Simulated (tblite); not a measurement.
# C7H13AlO2: the cost of one run

Computed with tblite 0.8.0 and PySCF 2.14.0, with density-fitted response routines of our own, on a single molecule in the gas phase. Atoms count from 0, in the outputs and in this text.

## Step 1: Starting geometry

23 atoms, charge 0, multiplicity 1; geometry from: force field or distance geometry start.

Bonds of the start (Å): C0–C1 1.54, C1–C2 1.51, C1–C3 1.52, C3–C4 1.35, C4–Al5 1.97, Al5–O6 1.80, O6–C7 1.41, C7–C8 1.56, C8–O9 1.41, O9–Al5 1.79, C0–H10 1.11, C0–H11 1.11, C0–H12 1.12, C1–H13 1.12, C2–H14 1.11, C2–H15 1.12, C2–H16 1.12, C3–H17 1.07, C4–H18 1.08, C7–H19 1.11, C7–H20 1.11, C8–H21 1.11, C8–H22 1.10.

## Step 2: Geometry optimisation with GFN2-xTB

Job settings and geometry (Å):

```
{"job": {"kind": "relax", "xc": "GFN2-xTB", "basis": "xTB"}, "charge": 0, "multiplicity": 1}
C     -2.532600    -1.282700    -0.182800
C     -2.357000     0.160100     0.313000
C     -3.270700     1.108900    -0.430100
C     -0.912600     0.593900     0.162100
C      0.049600     0.083400     0.961600
Al     1.925200     0.649800     0.757400
O      3.226900    -0.520000     1.172100
C      4.017500    -0.487500     0.009500
C      3.267800     0.108600    -1.216500
O      2.474000     1.217700    -0.846800
H     -2.262600    -1.359500    -1.256000
H     -1.916600    -1.985900     0.407000
H     -3.606700    -1.588800    -0.055500
H     -2.623900     0.194400     1.397400
H     -3.059000     1.108900    -1.520200
H     -3.154900     2.149500    -0.039700
H     -4.339200     0.820400    -0.279300
H     -0.655600     1.329000    -0.575600
H     -0.181700    -0.648500     1.723000
H      4.343400    -1.523500    -0.233500
H      4.922800     0.114800     0.210800
H      4.008800     0.439700    -1.971200
H      2.632400    -0.655600    -1.694000
```

On the command line:

```sh
$ OMP_NUM_THREADS=1 python probes_run.py task.json out
```

One launch serves the whole session: the jobs run in the order shown.

**Question.** How long does this first job take on 1 thread of Arm Neoverse V1, shared host, and how much memory does it need?

About 1.5 s, with a peak of 0.18 GiB.
